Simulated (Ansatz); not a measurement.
# Eu2TiH6: one geometry, two states

An SCF can end in more than one state. Here Eu2TiH6, a known structure type filled with other elements, at an estimated volume, is run from each state found earlier: which lies lowest, and what else changes?

All numbers below are computed with Ansatz 0.2.0 (DFT, PBE, plane waves, PAW).

**1. Geometry**

It takes space group P-3m1 (No. 164, trigonal). The conventional cell has a = 5.453 Å, b = 5.453 Å, c = 4.061 Å, α = 90.00°, β = 90.00°, γ = 120.00°. Eu (site symmetry 3m) is surrounded by 12 H at 2.48 to 2.73 Å. Ti (site symmetry -3m) is surrounded by 6 H at 1.95 Å. H (site symmetry m) is surrounded by 1 Ti at 1.95 Å and 4 Eu at 2.48 to 2.73 Å.

As a file:

```xyz
9
Lattice="5.4535 0.0000 0.0000 -2.7267 4.7228 0.0000 0.0000 0.0000 4.0611" Properties=species:S:1:pos:R:3 pbc="T T T"
Eu   -0.0003    3.1487    1.0725
Eu    2.7270    1.5741    2.9886
Ti    0.0000    0.0000    0.0000
H     3.9982    0.8402    0.9868
H     2.7267    3.0425    0.9868
H     1.4553    0.8402    0.9868
H    -1.2715    3.8826    3.0742
H     1.2715    3.8826    3.0742
H     0.0000    1.6804    3.0742
```

The cell carries a charge of -1 e on a uniform background.

The states: A, Eu1 up, Eu2 down, Ti3 down (collinear spin); B, Eu1 up, Eu2 up, Ti3 up (collinear spin). Each run reads its own saved solution as saved_state.

**2. State A: the run**

input.yaml

```yaml
crystal:
  lattice:
    - [5.45346367, 0.0, 0.0]
    - [-2.72673233, 4.72284151, 0.0]
    - [0.0, 0.0, 4.06108965]
  atoms:
    - { symbol: Eu, position: [0.3333, 0.6667, 0.2641], spin: 1.0 }
    - { symbol: Eu, position: [0.6667, 0.3333, 0.7359], spin: -1.0 }
    - { symbol: Ti, position: [0.0, 0.0, 0.0], spin: 0.06 }
    - { symbol: H, position: [0.8221, 0.1779, 0.243], spin: 0.6 }
    - { symbol: H, position: [0.8221, 0.6442, 0.243], spin: 0.6 }
    - { symbol: H, position: [0.3558, 0.1779, 0.243], spin: 0.6 }
    - { symbol: H, position: [0.1779, 0.8221, 0.757], spin: 0.6 }
    - { symbol: H, position: [0.6442, 0.8221, 0.757], spin: 0.6 }
    - { symbol: H, position: [0.1779, 0.3558, 0.757], spin: 0.6 }
kpoints:
  mp_grid: { grid: [4, 4, 5], shift: [0.0, 0.0, 0.0] }
magnetization:
  spin_polarized: true
scf:
  occupations: { method: gaussian, width: 0.2217 }
  lower_state_search: "off"
  max_iter: 200
hamiltonian:
  pseudopotentials: { kind: paw }
  xc: pbe
total_charge: -1
basis:
  ecutwfc: 420
  fft_grid_basis: typed
output:
  forces: true
  stress: true
  eigenvalues: true
  bader: true
  populations: true
  elf: true
  write_potential: true
  volumetric_format: npy
  dos:
    e_range: [-12, 8]
    de: 0.05
    projected: { site_lists: { Eu: [Eu], H: [H], Ti: [Ti] } }
checkpoint:
  read: saved_state
```

**4. State B: the run**

input.yaml

```yaml
crystal:
  lattice:
    - [5.45346367, 0.0, 0.0]
    - [-2.72673233, 4.72284151, 0.0]
    - [0.0, 0.0, 4.06108965]
  atoms:
    - { symbol: Eu, position: [0.3333, 0.6667, 0.2641] }
    - { symbol: Eu, position: [0.6667, 0.3333, 0.7359] }
    - { symbol: Ti, position: [0.0, 0.0, 0.0] }
    - { symbol: H, position: [0.8221, 0.1779, 0.243] }
    - { symbol: H, position: [0.8221, 0.6442, 0.243] }
    - { symbol: H, position: [0.3558, 0.1779, 0.243] }
    - { symbol: H, position: [0.1779, 0.8221, 0.757] }
    - { symbol: H, position: [0.6442, 0.8221, 0.757] }
    - { symbol: H, position: [0.1779, 0.3558, 0.757] }
kpoints:
  mp_grid: { grid: [4, 4, 5], shift: [0.0, 0.0, 0.0] }
  band_path:
    path:
      - [0.0, 0.0, 0.0]
      - [0.5, 1.4e-07, 0.0]
      - [0.33333333, 0.33333347, 0.0]
      - [0.0, 0.0, 0.0]
      - [0.0, 0.0, 0.5]
      - [0.5, 1.4e-07, 0.5]
      - [0.33333333, 0.33333347, 0.5]
      - [0.0, 0.0, 0.5]
    npoints: 7
magnetization:
  spin_polarized: true
scf:
  occupations: { method: gaussian, width: 0.2217 }
  lower_state_search: "off"
  max_iter: 200
hamiltonian:
  pseudopotentials: { kind: paw }
  xc: pbe
total_charge: -1
basis:
  ecutwfc: 420
  fft_grid_basis: typed
output:
  forces: true
  stress: true
  eigenvalues: true
  bader: true
  populations: true
  elf: true
  write_potential: true
  volumetric_format: npy
  dos:
    e_range: [-12, 8]
    de: 0.05
    projected: { site_lists: { Eu: [Eu], H: [H], Ti: [Ti] } }
checkpoint:
  read: saved_state
```

(Steps that only read results are left out.)

**Question.** What will these runs give? Wanted: for each run, free energy; largest site moment; size of the net moment; gap; pressure; largest force.

**Answer**, as computed:

| state | free energy (meV/atom) | largest site moment (μB) | size of the net moment (μB/cell) | gap (eV) | pressure (GPa) | largest force (eV/Å) | SCF cycles |
| --- | --- | --- | --- | --- | --- | --- | --- |
| A | 5.7 | 6.66 | 1.87 | metal | – | 0.23 | 16 |
| B | 0.0 | 6.67 | 15.86 | metal | – | 0.20 | 9 |

The cell is charged, so the pressure depends on the background and is left out.

**Reading.** State B lies lowest, 5.7 meV per atom under state A. Every run converged, so convergence alone does not show that a state is the lowest.

Keep in mind: an open f shell without a U or exact exchange, whose levels then sit too near the Fermi level; the k mesh is coarse for a cell without a gap; charged cell with a uniform background; wide smearing.
